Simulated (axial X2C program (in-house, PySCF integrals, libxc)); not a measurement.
# FeCl⁺: the levels of the configuration d6 s0 p(π)0

Aim: the spin–orbit levels of FeCl⁺ that arise from the configuration d6 s0 p(π)0 of Fe, and how they move with the bond.

The runs use an in-house X2C program for linear molecules on PySCF integrals; two-component X2C, average-of-configuration Hartree–Fock and CI in the open shells.

All values are calculated.

### 1 Set-up

task.json reads:

```json
{"zs": [26, 17], "q": 1, "bas": ["dyall-v3z", "dyall-v3z"], "r0": 2.15, "metal": 0, "shells": [[2, [0, 1, 2], 6], [0, [0], 0], [1, [1], 0]], "fix": 0, "emax": 3.2, "nroots": 4, "opt": {"cfac": 100}}
```

Keys: zs atomic numbers; q charge; bas basis sets; r0 starting distance in Å; metal index of the metal atom; shells open shells as [l, |m| values, electrons]; fix electron count of the first shell held; emax energy window in eV; nroots roots for each Ω; cfac factor on the speed of light (100 gives the non-relativistic limit).

Launch:

```bash
> python soci.py task.json out
```

Two-component X2C with atomic mean-field Coulomb and Gaunt terms, basis Fe dyall-v3z, Cl dyall-v3z (cores contracted in-house). Orbitals come from Hartree–Fock averaged over the configuration Fe d6 s0 p(π)0; CI then distributes these electrons over the d, s, p(π) shells of Fe. The speed of light was multiplied by 100, so these are model numbers.

### 2 CI at R = 2.141 Å

What does the calculation give? Wanted: lowest level of the model; next level; lowest curve, Re and ωe.

The runs gave:

| quantity | value |
| --- | --- |
| lowest level of the model | Ω = 4, g∥ = 12.01, 100% d6 |
| next level | Ω = 3, 0 cm⁻¹ higher |
| lowest curve, Re and ωe | 2.150 Å, 480.2 cm⁻¹ |

In words: In the lowest level ⟨Sz⟩ = 2.00 and ⟨Lz⟩ = 2.00; its leading determinant has weight 1.00 among 419. From 2.141 to 2.227 Å the gap from the lowest to the fifth level stays at 0 cm⁻¹. Without dynamic correlation distances can be off by several hundredths of an Å, and the wavenumbers are rough. Dynamic correlation is missing, so gaps between terms are too wide and other configurations may lie lower; the lowest level listed is that of this model, not necessarily the ground state. For d shells the ligand-field splittings (σ, π, δ) and their order can be off by a thousand cm⁻¹ or more. At most 4 roots were kept for each Ω > 0 (twice that for Ω = 0) within 3.2 eV of the lowest, so higher up levels can be missing between those listed; levels with Ω > 0 are doubly degenerate and listed once, Ω = 0 levels singly. States that fill the shells left empty in the average are placed too high.
